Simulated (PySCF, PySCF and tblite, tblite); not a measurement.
# C6H13AlOSi: conformers and averaged spectra

Aim: find the conformers of C6H13AlOSi (`C=[C](OC)[Al]1[CH2]C[SiH2][CH2]1`), weigh them, and average their properties.

Computed with tblite 0.8.0 (tight binding) and PySCF 2.14.0 (DFT, with response routines of our own); each step states its level. Atoms count from 0 throughout.

### Step 1. The starting structure

22 atoms, charge 0, multiplicity 1; geometry from: UFF geometry.

Bonds of the start (Å): Al4–C5 1.98, Al4–C8 1.96, C0–C1 1.34, C0–H10 1.07, C0–H9 1.10, C1–Al4 1.99, C1–O2 1.41, C3–H11 1.10, C3–H12 1.10, C3–H13 1.10, C5–C6 1.53, C5–H14 1.10, C5–H15 1.13, C6–H16 1.10, C6–H17 1.11, C6–Si7 1.89, C8–H20 1.10, C8–H21 1.11, O2–C3 1.44, Si7–C8 1.87, Si7–H18 1.47, Si7–H19 1.47.

### Step 2. GFN2-xTB relaxation, conformer 1

What the job is given:

```
{"job": {"xc": "GFN2-xTB", "basis": "xTB", "kind": "relax"}, "charge": 0, "multiplicity": 1}
C      1.393800    -2.418700     1.408700
C      1.553500    -1.338100     0.634600
O      2.871100    -0.998500     0.269700
C      3.181300     0.142300    -0.545300
Al    -0.062300    -0.315100     0.098800
C     -1.916800    -0.674100     0.678000
C     -2.800600     0.243800    -0.169100
Si    -1.875300     1.834800    -0.598000
C     -0.092600     1.366800    -0.898300
H      0.394000    -2.728700     1.732800
H      2.235300    -3.002300     1.727400
H      4.275100     0.162400    -0.696700
H      2.673900     0.059300    -1.513600
H      2.877300     1.067300    -0.023800
H     -2.185500    -1.729600     0.522200
H     -2.003800    -0.418300     1.770200
H     -3.059700    -0.270800    -1.112000
H     -3.741200     0.474300     0.377100
H     -2.467700     2.476100    -1.781400
H     -1.941000     2.739700     0.558600
H      0.100200     1.210400    -1.973100
H      0.580700     2.136400    -0.467700
```

Launch:

```console
$ OMP_NUM_THREADS=1 python ens_run.py task.json out
```

One launch serves the whole session.

Standard output:

```text
step      E/eV     max force
  0    -713.81948    1.268
  1    -713.91278    0.747
  2    -713.98420    0.578
  3    -714.03287    0.479
  4    -714.06542    0.309
  5    -714.07987    0.308
  6    -714.09545    0.332
  7    -714.10894    0.307
  8    -714.11847    0.225
  9    -714.12386    0.230
 10    -714.12834    0.187
 11    -714.13270    0.190
 12    -714.13642    0.142
 13    -714.13909    0.090
 14    -714.14120    0.115
 15    -714.14345    0.167
 16    -714.14582    0.166
 17    -714.14804    0.106
 18    -714.15027    0.114
 19    -714.15307    0.155
 20    -714.15664    0.163
 21    -714.16041    0.179
 22    -714.16342    0.139
 23    -714.16535    0.099
 24    -714.16678    0.088
 25    -714.16827    0.086
 26    -714.16983    0.089
 27    -714.17138    0.086
 28    -714.17283    0.096
 29    -714.17408    0.077
 30    -714.17518    0.087
 31    -714.17629    0.083
 32    -714.17739    0.082
 33    -714.17830    0.067
 34    -714.17889    0.053
 35    -714.17928    0.053
 36    -714.17967    0.049
 37    -714.18014    0.063
 38    -714.18061    0.057
 39    -714.18097    0.049
 40    -714.18125    0.037
 41    -714.18125    0.037
 42    -714.18138    0.029
 43    -714.18174    0.029
 44    -714.18186    0.029
 45    -714.18209    0.028
 46    -714.18223    0.029
 47    -714.18240    0.033
 48    -714.18260    0.048
 49    -714.18287    0.053
 50    -714.18313    0.035
 51    -714.18335    0.033
 52    -714.18351    0.035
 53    -714.18368    0.050
 54    -714.18388    0.052
 55    -714.18413    0.036
 56    -714.18435    0.030
 57    -714.18452    0.032
 58    -714.18467    0.043
 59    -714.18484    0.043
 60    -714.18503    0.037
 61    -714.18518    0.025
 62    -714.18527    0.022
 63    -714.18535    0.023
 64    -714.18544    0.034
 65    -714.18553    0.031
 66    -714.18560    0.021
 67    -714.18564    0.015
 68    -714.18569    0.016
 69    -714.18573    0.017
 70    -714.18577    0.014
 71    -714.18580    0.012
 72    -714.18583    0.013
 73    -714.18587    0.014
 74    -714.18592    0.017
 75    -714.18597    0.016
 76    -714.18601    0.013
 77    -714.18604    0.013
 78    -714.18607    0.011
 79    -714.18610    0.013
 80    -714.18613    0.012
 81    -714.18617    0.014
 82    -714.18620    0.015
 83    -714.18624    0.011
 84    -714.18626    0.009
 85    -714.18627    0.007
 86    -714.18628    0.008
 87    -714.18629    0.009
 88    -714.18631    0.010
 89    -714.18632    0.009
 90    -714.18634    0.007
 91    -714.18635    0.010
 92    -714.18636    0.010
 93    -714.18638    0.009
 94    -714.18639    0.008
 95    -714.18640    0.008
 96    -714.18641    0.006
 97    -714.18642    0.006
 98    -714.18643    0.005
 99    -714.18644    0.006
100    -714.18644    0.007
101    -714.18645    0.005
102    -714.18645    0.005
103    -714.18646    0.005
104    -714.18647    0.007
105    -714.18648    0.011
106    -714.18649    0.012
107    -714.18651    0.010
108    -714.18652    0.006
109    -714.18653    0.008
110    -714.18655    0.012
111    -714.18657    0.016
112    -714.18659    0.017
113    -714.18662    0.013
114    -714.18664    0.013
115    -714.18667    0.017
116    -714.18671    0.023
117    -714.18676    0.022
118    -714.18680    0.015
119    -714.18683    0.015
120    -714.18687    0.015
121    -714.18692    0.020
122    -714.18698    0.021
123    -714.18704    0.015
124    -714.18709    0.017
125    -714.18714    0.018
126    -714.18720    0.017
127    -714.18724    0.013
128    -714.18727    0.008
129    -714.18728    0.008
130    -714.18729    0.009
131    -714.18731    0.009
132    -714.18733    0.008
133    -714.18734    0.006
134    -714.18734    0.006
135    -714.18735    0.007
136    -714.18736    0.008
137    -714.18737    0.007
138    -714.18738    0.007
139    -714.18739    0.007
140    -714.18740    0.006
141    -714.18741    0.007
142    -714.18742    0.007
143    -714.18743    0.006
144    -714.18743    0.008
145    -714.18744    0.007
146    -714.18745    0.007
147    -714.18746    0.007
148    -714.18747    0.006
149    -714.18748    0.005
150    -714.18749    0.006
151    -714.18750    0.007
152    -714.18751    0.007
153    -714.18752    0.007
154    -714.18754    0.007
155    -714.18755    0.008
156    -714.18756    0.008
157    -714.18757    0.006
158    -714.18757    0.006
159    -714.18758    0.008
160    -714.18759    0.009
161    -714.18761    0.011
162    -714.18762    0.009
163    -714.18763    0.007
164    -714.18764    0.006
165    -714.18765    0.006
166    -714.18766    0.005
167    -714.18766    0.004
168    -714.18767    0.004
```

Run time: 2.1 s. Hardware: 1 thread of AMD EPYC 7R43, shared host.

The energy fell by 0.368 eV, and the atoms moved 0.23 Å (root mean square).

**GFN2-xTB relaxation, conformer 2**

What the job is given:

```
{"job": {"xc": "GFN2-xTB", "basis": "xTB", "kind": "relax"}, "charge": 0, "multiplicity": 1}
C      1.918200    -2.467400    -0.632600
C      1.789200    -1.205500    -0.216700
O      2.923600    -0.595900     0.367500
C      2.921300     0.750300     0.846500
Al     0.024600    -0.308100    -0.411400
C     -0.505100     1.437600     0.347000
C     -1.927600     1.694700    -0.141400
Si    -2.844400     0.061600    -0.329900
C     -1.617700    -1.193400    -0.980500
H      1.069500    -2.988100    -1.075800
H      2.849000    -2.989900    -0.535800
H      2.182700     0.847400     1.681300
H      3.927100     0.980300     1.257700
H      2.688900     1.451700     0.032100
H     -0.477100     1.372800     1.459300
H      0.174200     2.250800     0.021800
H     -2.468300     2.355500     0.574900
H     -1.897700     2.181100    -1.131800
H     -3.311400    -0.377900     0.997700
H     -3.988100     0.200900    -1.241700
H     -1.765800    -2.168100    -0.485500
H     -1.675300    -1.271100    -2.085000
```

Standard output:

```text
step      E/eV     max force
  0    -713.80011    1.596
  1    -713.90707    0.922
  2    -713.98541    0.623
  3    -714.03999    0.494
  4    -714.07697    0.343
  5    -714.09305    0.333
  6    -714.10901    0.272
  7    -714.12211    0.268
  8    -714.13195    0.244
  9    -714.13743    0.247
 10    -714.14162    0.189
 11    -714.14542    0.185
 12    -714.14875    0.142
 13    -714.15097    0.088
 14    -714.15251    0.100
 15    -714.15412    0.110
 16    -714.15591    0.097
 17    -714.15755    0.091
 18    -714.15898    0.092
 19    -714.16052    0.127
 20    -714.16248    0.131
 21    -714.16475    0.120
 22    -714.16667    0.100
 23    -714.16794    0.065
 24    -714.16896    0.084
 25    -714.17016    0.097
 26    -714.17143    0.087
 27    -714.17255    0.060
 28    -714.17351    0.066
 29    -714.17450    0.078
 30    -714.17563    0.103
 31    -714.17677    0.103
 32    -714.17772    0.075
 33    -714.17843    0.061
 34    -714.17898    0.053
 35    -714.17944    0.062
 36    -714.17988    0.063
 37    -714.18034    0.051
 38    -714.18078    0.049
 39    -714.18112    0.038
 40    -714.18112    0.038
 41    -714.18126    0.034
 42    -714.18154    0.026
 43    -714.18165    0.030
 44    -714.18194    0.042
 45    -714.18211    0.040
 46    -714.18229    0.039
 47    -714.18249    0.044
 48    -714.18280    0.056
 49    -714.18313    0.058
 50    -714.18340    0.046
 51    -714.18360    0.032
 52    -714.18378    0.030
 53    -714.18400    0.037
 54    -714.18425    0.039
 55    -714.18449    0.034
 56    -714.18470    0.030
 57    -714.18492    0.038
 58    -714.18514    0.042
 59    -714.18533    0.026
 60    -714.18548    0.025
 61    -714.18559    0.024
 62    -714.18569    0.030
 63    -714.18580    0.031
 64    -714.18591    0.022
 65    -714.18602    0.022
 66    -714.18610    0.020
 67    -714.18618    0.019
 68    -714.18625    0.024
 69    -714.18632    0.028
 70    -714.18639    0.024
 71    -714.18646    0.018
 72    -714.18654    0.019
 73    -714.18662    0.029
 74    -714.18672    0.037
 75    -714.18683    0.034
 76    -714.18692    0.029
 77    -714.18699    0.031
 78    -714.18707    0.035
 79    -714.18714    0.031
 80    -714.18722    0.022
 81    -714.18730    0.022
 82    -714.18736    0.025
 83    -714.18741    0.024
 84    -714.18744    0.016
 85    -714.18748    0.016
 86    -714.18751    0.018
 87    -714.18756    0.024
 88    -714.18761    0.021
 89    -714.18766    0.016
 90    -714.18770    0.013
 91    -714.18774    0.018
 92    -714.18779    0.019
 93    -714.18783    0.015
 94    -714.18787    0.012
 95    -714.18791    0.014
 96    -714.18793    0.012
 97    -714.18795    0.012
 98    -714.18797    0.009
 99    -714.18799    0.010
100    -714.18801    0.012
101    -714.18804    0.015
102    -714.18808    0.017
103    -714.18811    0.013
104    -714.18814    0.014
105    -714.18818    0.014
106    -714.18823    0.019
107    -714.18828    0.022
108    -714.18833    0.016
109    -714.18837    0.015
110    -714.18842    0.017
111    -714.18848    0.021
112    -714.18854    0.024
113    -714.18861    0.017
114    -714.18866    0.017
115    -714.18873    0.021
116    -714.18879    0.020
117    -714.18884    0.017
118    -714.18888    0.015
119    -714.18891    0.016
120    -714.18894    0.014
121    -714.18897    0.009
122    -714.18898    0.009
123    -714.18900    0.010
124    -714.18902    0.013
125    -714.18904    0.012
126    -714.18906    0.007
127    -714.18907    0.006
128    -714.18907    0.007
129    -714.18908    0.007
130    -714.18909    0.006
131    -714.18909    0.004
```

Wall time 1.8 s (1 thread of AMD EPYC 7R43, shared host).

Gain 0.389 eV; displacement 0.21 Å root mean square.

### Step 3. Shieldings, conformer 1: PBE0/6-31G*

What the job is given:

```
{"job": {"xc": "PBE0", "basis": "6-31G*", "kind": "nmr", "pop": true}, "charge": 0, "multiplicity": 1}
C      1.323256    -2.291917     1.462363
C      1.657979    -1.287868     0.640174
O      2.967834    -1.141154     0.257197
C      3.188561    -0.039878    -0.579667
Al     0.076847    -0.177445     0.141806
C     -1.791077    -0.702417     0.670654
C     -2.692921     0.136533    -0.257907
Si    -1.958245     1.877926    -0.520391
C     -0.105146     1.548057    -0.858237
H      0.286638    -2.397925     1.752029
H      2.028621    -3.008540     1.853936
H      4.238540    -0.062331    -0.870069
H      2.556255    -0.095973    -1.477555
H      2.970964     0.901861    -0.057181
H     -2.084029    -1.758815     0.621939
H     -1.993004    -0.398942     1.710004
H     -2.757291    -0.358980    -1.229792
H     -3.713343     0.188107     0.127618
H     -2.651316     2.567251    -1.620374
H     -2.118892     2.670999     0.710525
H      0.056003     1.452496    -1.937630
H      0.503355     2.398341    -0.540291
```

Standard output:

```text
coarse grid: 18912 points
cycle   1  E = -842.9008913607  dE =  8.328e-01  |g| = 7.096e-01  |ddm| = 4.131e+00
cycle   2  E = -842.8249978162  dE =  7.589e-02  |g| = 9.145e-01  |ddm| = 1.510e+00
cycle   3  E = -843.0231132670  dE = -1.981e-01  |g| = 1.003e-01  |ddm| = 8.821e-01
cycle   4  E = -843.0247944605  dE = -1.681e-03  |g| = 4.100e-02  |ddm| = 9.736e-02
cycle   5  E = -843.0251650481  dE = -3.706e-04  |g| = 9.428e-03  |ddm| = 4.023e-02
cycle   6  E = -843.0251829251  dE = -1.788e-05  |g| = 4.642e-03  |ddm| = 1.291e-02
cycle   7  E = -843.0251884030  dE = -5.478e-06  |g| = 9.409e-04  |ddm| = 4.918e-03
final grid: 172112 points
cycle   8  E = -842.9328809705  dE = -2.191e-05  |g| = 1.200e-02  |ddm| = 2.526e-02
cycle   9  E = -842.9328547951  dE =  2.618e-05  |g| = 1.653e-02  |ddm| = 2.317e-02
cycle  10  E = -842.9329149201  dE = -6.012e-05  |g| = 1.696e-03  |ddm| = 1.317e-02
cycle  11  E = -842.9329155659  dE = -6.458e-07  |g| = 2.390e-04  |ddm| = 1.658e-03
cycle  12  E = -842.9329155754  dE = -9.519e-09  |g| = 1.357e-04  |ddm| = 3.325e-04
cycle  13  E = -842.9329155804  dE = -4.967e-09  |g| = 3.063e-05  |ddm| = 1.450e-04
cycle  14  E = -842.9329155806  dE = -2.346e-10  |g| = 1.131e-05  |ddm| = 3.786e-05
converged SCF energy = -842.9329155806

GIAO shielding tensors (ppm)
atom      isotropic    diamagn.    paramagn.     s11        s22        s33       span
  0 C       83.910     260.965    -177.055    -16.508    103.710    164.527    181.035
  1 C       24.552     253.860    -229.308    -52.290     23.075    102.870    155.160
  2 O      226.569     386.899    -160.330     99.079    287.039    293.589    194.510
  3 C      133.148     249.643    -116.494    106.378    113.705    179.362     72.983
  4 Al     340.973     801.140    -460.167    298.357    355.205    369.356     70.999
  5 C      186.709     247.668     -60.958    180.884    183.995    195.249     14.365
  6 C      187.487     245.756     -58.270    179.647    187.686    195.126     15.479
  7 Si     431.227     881.851    -450.624    385.447    438.414    469.820     84.373
  8 C      204.326     247.542     -43.216    190.104    203.716    219.157     29.053
  9 H       27.551      34.155      -6.604     24.515     26.581     31.557      7.041
 10 H       26.996      28.978      -1.982     24.541     25.731     30.716      6.175
 11 H       28.313      29.262      -0.948     24.353     27.315     33.273      8.920
 12 H       28.457      30.792      -2.335     25.224     28.152     31.995      6.770
 13 H       28.311      30.482      -2.172     25.074     27.631     32.227      7.153
 14 H       31.144      31.406      -0.262     25.377     30.195     37.859     12.482
 15 H       31.846      31.667       0.179     26.750     30.315     38.474     11.724
 16 H       31.781      30.365       1.416     27.039     29.761     38.542     11.503
 17 H       30.937      28.819       2.118     25.284     28.928     38.599     13.315
 18 H       27.532      29.384      -1.852     23.767     25.389     33.439      9.672
 19 H       27.952      30.500      -2.548     24.460     25.817     33.580      9.120
 20 H       32.713      30.280       2.433     27.426     29.882     40.831     13.404
 21 H       32.453      30.164       2.289     26.963     29.791     40.604     13.640
```

It took 39 s on 1 thread of AMD EPYC 7R43, shared host; peak memory 0.83 GiB.

In short: HOMO -6.42 eV, LUMO -1.07 eV; dipole 0.76 D.

Orbitals, density, ELF and potential are computed afterwards from the orbital file.

Frontier orbitals at PBE0/6-31G*, with the share of their density that lies nearest to each atom:

| orbital | energy (eV) | lies on |
| --- | --- | --- |
| HOMO | -6.42 | C0 33 %; O2 30 %; C1 18 % |
| LUMO | -1.07 | Al4 46 %; C0 13 %; C1 8 % |

ELF in a plane through or near 12 of the atoms.

Ten even steps from '0' (0.00) to '9' (1.00):
```
0000000000000000000000000000
0000000000000000000000000000
0000000000000000000000000000
0000000000000000000023100000
0000120000000011100189920000
0003897211000255432599981000
0007999655101441674699992000
0005899216204752671469950000
0000013652013688741323200000
0000067362460622138983000000
0000388585882761238774200000
0000267554382119877399960000
0000000069721298128599981000
0000014652441046664148930000
0000089994899015863000100000
0000079984799103641000000000
0000038841388000210000000000
0000000100010000000000000000
0000000000000000000000000000
0000000000000000000000000000
```
The map spans 13.1 Å across and 10.6 Å up, centred on the molecule. Atoms in the plane (x, y in Å): C0 (-2.1, -2.1), C1 (-2.0, -0.8), O2 (-3.2, -0.1), C3 (-3.0, 1.3), Al4 (-0.1, -0.2), C5 (1.4, -1.5), C8 (0.7, 1.6), H9 (-1.2, -2.7), H10 (-3.1, -2.7), H11 (-3.9, 1.8), H17 (3.5, -1.1), H18 (3.5, 2.0).

On the surface of density 0.002 e/bohr³ the electrostatic potential runs, from the 1st to the 99th percentile, from -1.22 V near O2 to 2.25 V near Al4.

(Part 1 of 2 ends here.)
